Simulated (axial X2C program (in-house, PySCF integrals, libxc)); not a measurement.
# PbRe⁺: from the state search to constants

Aim: find the lowest determinant of PbRe⁺, scan the bond at several levels and fit the constants, once spin-free and once with spin–orbit coupling.

Program: an in-house X2C program for linear molecules on PySCF integrals. Level of theory: all-electron X2C, Pb dyall-v2z, Re dyall-v2z. These are calculated values, not measurements.

## (1) Input

File task.json:

```json
{
 "zs": [
  82,
  75
 ],
 "q": 1,
 "bas": [
  "dyall-v2z",
  "dyall-v2z"
 ],
 "levels": [
  "PBE0",
  "HF",
  "BP86",
  "TPSS"
 ],
 "cc": false,
 "r0": 2.75,
 "npts": 10,
 "nst": 2,
 "ntry": 6
}
```

Keys: zs atomic numbers; q charge; bas basis sets; levels methods (HF also brings MP2); cc coupled cluster on or off; r0 starting distance in Å; npts points asked for on the curve; nst determinants followed; ntry starts of the search.

The run is started by

```sh
> python so2c.py task.json out
```

Spin-free means the one-electron spin-free X2C Hamiltonian; two-component (2c) means X2C with spin–orbit coupling and atomic mean-field two-electron Coulomb and Gaunt terms. Basis: Pb dyall-v2z contracted to [10s12p9d5f], Re dyall-v2z contracted to [11s12p9d6f]; Gaussian nuclei, density fitting. Masses: Pb 207.977 u, Re 186.956 u.

Notation: σ, π±, δ± give the projection m of an orbital's angular momentum (0, ±1, ±2), α and β its spin, Λ and M_S the sums; ω is the projection of a spinor's total angular momentum and Ω the sum. Logs are in hartree.

Further steps of the session: PBE0, spin-free; HF, spin-free; BP86, spin-free; TPSS, spin-free; PBE0, 2c; HF, 2c; BP86, 2c; TPSS, 2c.

What does the calculation give? Wanted: for each run, Hamiltonian; Re; ωe; De; μ.

**Answer**, as computed:

Lowest determinant that the search found at its distance, spin-free: M_S = 2, Λ = 1 (beyond closed shells: σα, π+α, π+β, π-α, δ+α, δ-α).

Lowest determinant that the search found at its distance, 2c: Ω = 3 (excess of +ω over −ω: ω = 1/2, ω = 5/2).

```
Hamiltonian  level  Re (Å)  ωe (cm⁻¹)  De (eV)  μ (D)
  spin-free   PBE0   2.772      128.4     2.23   0.78
  spin-free   BP86   2.733      146.9     2.56   0.08
  spin-free   TPSS   2.734      145.6     2.60   0.28
         2c   PBE0   2.820      109.2     1.85   1.17
         2c   BP86   2.762      131.3     2.10   0.46
         2c   TPSS   2.764      130.0     2.23   0.64
```

Dipoles are positive if Re is the positive end and refer to the centre of mass. No constants: spin-free HF (the lowest point is the long end of the scan); spin-free MP2 (the reference is strongly spin-contaminated); 2c HF (the lowest point is the long end of the scan); 2c MP2 (the lowest point is the long end of the scan).

What this shows: At PBE0, going from spin-free to two-component changes Re by +49 mÅ, ωe by -14.9 %, so spin–orbit coupling matters for this bond. It costs about 1.6 times the time. De moves by -0.38 eV; both De rest on single-determinant atoms, which can miss part of an open shell's spin–orbit lowering.

De refers to Pb+ + Re, each in the lowest determinant found, which need not be this curve's own limit. Each curve is one determinant whose occupation by symmetry is held fixed; it was picked as the lowest of a PBE0 search that is not exhaustive. Dissociation energies refer to the lowest single-determinant-based atoms at the same level and basis. Density functionals use the spin component along the axis (collinear). The meta-GGAs lack a current-density term, which matters for open shells with orbital currents, atoms included. With several unpaired electrons one determinant need not be a pure state. The spin-free determinant is spin-contaminated at some levels.
